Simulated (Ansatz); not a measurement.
# Cl₄H₂MoO₂: one species, many methods

The task here is to estimate one member of a computed series from the others.

The runs use Ansatz 0.2.0, Gaussian basis; functionals in def2-TZVPP, the program's frozen cores in correlated methods.

The runs, in order: LDA (SPW92), PBE-D4, revPBE-D4, BLYP-D4, r2SCAN-D4, B97M-V, PBE0-D4, B3LYP-D4, r2SCANh-D4, r2SCAN0-D4, HSE06-D4, BHLYP-D4, CAM-B3LYP-D4, LC-ωPBE, ωB97X-V, ωB97M-V, B2PLYP, PBE-QIDH; CCSD(T)/def2-SVP; CCSD(T)/def2-TZVPP; MP2/def2-QZVPP; extrapolation to the limit; RPA on PBE.

## Structure used throughout

An earlier PBE0-D4 in a triple-zeta def2 set relaxation fixed the geometry. Mo takes the def2 core potential; no spin-orbit term is included.

SMILES `[OH][Mo]([OH])([Cl])([Cl])([Cl])[Cl]`, 9 atoms, charge 0, spin multiplicity 1.

Atoms are counted from 1 here; the program's logs count them from 0.

Bond lengths: O1–Mo2 1.835 Å, O1–H8 0.966 Å, Mo2–O3 1.843 Å, Mo2–Cl4 2.363 Å, Mo2–Cl5 2.332 Å, Mo2–Cl6 2.275 Å, Mo2–Cl7 2.281 Å, O3–H9 0.965 Å. Angles: Mo2–O1–H8 123.7°, O1–Mo2–O3 95.9°, O1–Mo2–Cl4 80.3°, O1–Mo2–Cl5 164.6°, O1–Mo2–Cl6 92.5°, O1–Mo2–Cl7 99.1°, O3–Mo2–Cl4 94.9°, O3–Mo2–Cl5 81.7°, O3–Mo2–Cl6 90.2°, O3–Mo2–Cl7 164.8°, Cl4–Mo2–Cl5 84.7°, Cl4–Mo2–Cl6 171.6°, Cl4–Mo2–Cl7 89.6°, Cl5–Mo2–Cl6 102.7°, Cl5–Mo2–Cl7 84.3°, Cl6–Mo2–Cl7 87.1°, Mo2–O3–H9 124.4°.

Set-up of the first run:

in.yaml reads:

```yaml
crystal:
  periodic: [false, false, false]
  atoms:
    - {symbol: O, position_ang: [-1.304093, -1.208559, 0.060281]}
    - {symbol: Mo, position_ang: [-0.148635, 0.213966, -0.039278]}
    - {symbol: O, position_ang: [1.145126, -0.660249, -1.017641]}
    - {symbol: Cl, position_ang: [0.518429, -0.696343, 2.037045]}
    - {symbol: Cl, position_ang: [1.602321, 1.716033, 0.302932]}
    - {symbol: Cl, position_ang: [-1.096808, 0.979693, -1.960039]}
    - {symbol: Cl, position_ang: [-1.397903, 1.772874, 1.061892]}
    - {symbol: H, position_ang: [-1.323302, -1.832970, 0.797394]}
    - {symbol: H, position_ang: [2.004865, -0.284436, -1.242576]}
basis:
  gaussian: {orbitals: def2-TZVPP}
hamiltonian: {xc: lda}
output: {orbitals: {seedname: orbitals}}
```

The run is started by

```
> ansatz run in.yaml --threads 2 --pin off --events-out ev --progress --plain --max-ram 32768MiB --backend cuda --devices 0, --max-vram 18GiB
```

Among the steps run: LDA; PBE-D4 (GGA); revPBE-D4 (GGA); BLYP-D4 (GGA); r2SCAN-D4 (meta-GGA); B97M-V (meta-GGA); PBE0-D4 (hybrid); B3LYP-D4 (hybrid); r2SCANh-D4 (hybrid); r2SCAN0-D4 (hybrid); HSE06-D4 (hybrid); BHLYP-D4 (hybrid); CAM-B3LYP-D4 (range-separated); LC-ωPBE (range-separated); ωB97X-V (range-separated); ωB97M-V (range-separated); B2PLYP (double hybrid); PBE-QIDH (double hybrid).

One table of the session follows, with a row left open; its other results are not shown here.

It belongs to the step «Orbital energies across the functionals». 

```
  functional  HOMO (eV)  LUMO (eV)  gap (eV)
 LDA (SPW92)      -7.49      -5.77      1.72
      PBE-D4      -7.32      -5.59      1.74
   revPBE-D4      -7.26      -5.51      1.75
     BLYP-D4      -7.16      -5.47      1.69
   r2SCAN-D4      -7.68      -5.73      1.95
      B97M-V      -7.78      -5.76      2.02
     PBE0-D4      -8.70      -5.16      3.55
    B3LYP-D4      -8.43      -5.30      3.13
  r2SCANh-D4      -8.19      -5.54      2.65
  r2SCAN0-D4      -8.95      -5.24      3.71
    HSE06-D4      -8.30      -5.52      2.78
    BHLYP-D4          ?          ?         ?
CAM-B3LYP-D4     -10.04      -4.26      5.78
     LC-ωPBE     -11.43      -3.33      8.10
     ωB97X-V     -11.06      -3.33      7.73
     ωB97M-V     -10.90      -3.29      7.61
```

Estimate the missing values for BHLYP-D4.

Worked estimate for «HOMO (eV)». Against the share of exact exchange, BLYP-D4 (0, -7.16), B3LYP-D4 (0.2, -8.43) give a slope of -6.35 per unit share; at 0.5 the line stands at -10.33.

**Answer.** HOMO (eV): -9.95; LUMO (eV): -4.53; gap (eV): 5.41. In «HOMO (eV)» the line misses by -0.38.
